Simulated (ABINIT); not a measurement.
Runs of ABINIT 10.8.3 (patched build) on HPbNO4. The typed cell holds 7 atoms: a = 3.857 Å, b = 4.338 Å, c = 5.984 Å, α = 81.87°, β = 83.26°, γ = 87.68°. The cell was built by a generator and needn't be a form met in nature.

```tsv
task	level	potentials or basis	cell	k mesh	cutoff (eV)	fine-grid cutoff	cell freedom (optcell)	cutoff smearing ecutsm (Ha)	optimiser (ionmov)	force stop (Ha/bohr)	mesh quality	gap on the mesh (eV)	pressure (GPa)	largest force (eV/Å)
band structure	LDA	JTH PAW PBE v2.0	as given	5 × 4 × 4	816	1414.99 eV	-	-	-	-	not flagged	0.27	-6.2	0.78
relaxation of cell and atoms	LDA	Ansatz PAW PBE default generated set, frozen core	relaxed	4 × 3 × 3	435	870.764 eV	2	0.5	22	0.0005	coarse	(a)	0.0	0.02
band structure	LDA	Ansatz PAW PBE default generated set, frozen core	as given	5 × 4 × 4	517	1034.03 eV	-	-	-	-	not flagged	0.27	-6.4	0.93
band structure	PBE	Ansatz PAW PBE default generated set, frozen core	as given	4 × 3 × 3	435	870.764 eV	-	-	-	-	coarse	0.56	-0.4	0.03
band structure	BLYP	Ansatz PAW PBE default generated set, frozen core	as given	5 × 4 × 4	517	1034.03 eV	-	-	-	-	not flagged	0.26	2.5	0.24
single point	PBE	Ansatz PAW PBE default generated set, frozen core	as given	4 × 4 × 3	435	870.764 eV	-	-	-	-	not flagged	0.55	-0.4	0.04
band structure	RPBE	Ansatz PAW PBE default generated set, frozen core	as given	5 × 4 × 4	517	1034.03 eV	-	-	-	-	not flagged	0.26	2.7	0.28
band structure	SCAN	Ansatz PAW PBE default generated set, frozen core	as given	5 × 4 × 4	517	1034.03 eV	-	-	-	-	not flagged	0.27	-4.9	(b)
```

Alike in all rows: no spin polarisation; smearing fermi-dirac 0.05 eV.

Task: Fill in the values left out.

Result: (a) 0.94; (b) 0.70.

Caveats: some runs use coarse meshes; the atomic spheres overlap; spin-orbit coupling is left out, which as a rule narrows the gap of such compounds by several tenths of an eV; the PAW data sets were made with another functional, which shifts forces and pressure a little (some runs); an odd mesh through Γ misses points on the zone boundary, where band edges often lie (some runs).

A k mesh can miss the band edges, and the runs leave out spin-orbit coupling on Pb.
